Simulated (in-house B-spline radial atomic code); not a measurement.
# Ir²⁺: ionisation energy by several methods

An exercise on one series of results from a longer session: the logs are not shown, and one member is left open.

The numbers are computed with in-house B-spline radial atomic code version 1 (non-relativistic, several functionals, spin-polarised, exact exchange averaged over the configuration; spherical all-electron atom at the radial basis limit), except any that are marked as measured or tabulated.

## The system

- element: iridium (Z = 77)
- charge: +2
- electrons: 75
- configuration: [Xe] 4f14 5d7
- nucleus: point

Outer shells as boxes (Hund's rule):

[Xe] 4f14 5d7
```
[Xe] core
4f [↑↓][↑↓][↑↓][↑↓][↑↓][↑↓][↑↓]
5d [↑↓][↑↓][↑ ][↑ ][↑ ]
```

Where spins are not typed, each open shell is filled with up spins first.

Set-up of the first run:

Input settings:

```ini
Z = 77
electrons = 75.0
configuration = [Xe] 4f14 5d7
hamiltonian = nr
method = camb3lyp
spin_polarised = True
exact_exchange = averaged over the configuration
```

Run with:

```bash
$ python run_scf.py task.json out
```

task.json lists these runs, among others, and the program works through them in turn.

Among the steps run: CAM-B3LYP; B3LYP; ωB97X; TPSSh; PBE0; M06-2X.

One of the session's tables, all rows but one given; the rest of the session is left out.

```
   method  ΔSCF (eV)
    B3LYP          ?
    TPSSh     29.767
     PBE0     29.810
   M06-2X     30.401
CAM-B3LYP     29.996
    ωB97X     29.740
```

**Question.** Estimate the row for B3LYP.

As computed: ΔSCF (eV): 30.045. In the column «ΔSCF (eV)» it lies between CAM-B3LYP (29.996) and M06-2X (30.401).

Limits of these values: These runs leave out relativity, which matters at this nuclear charge.
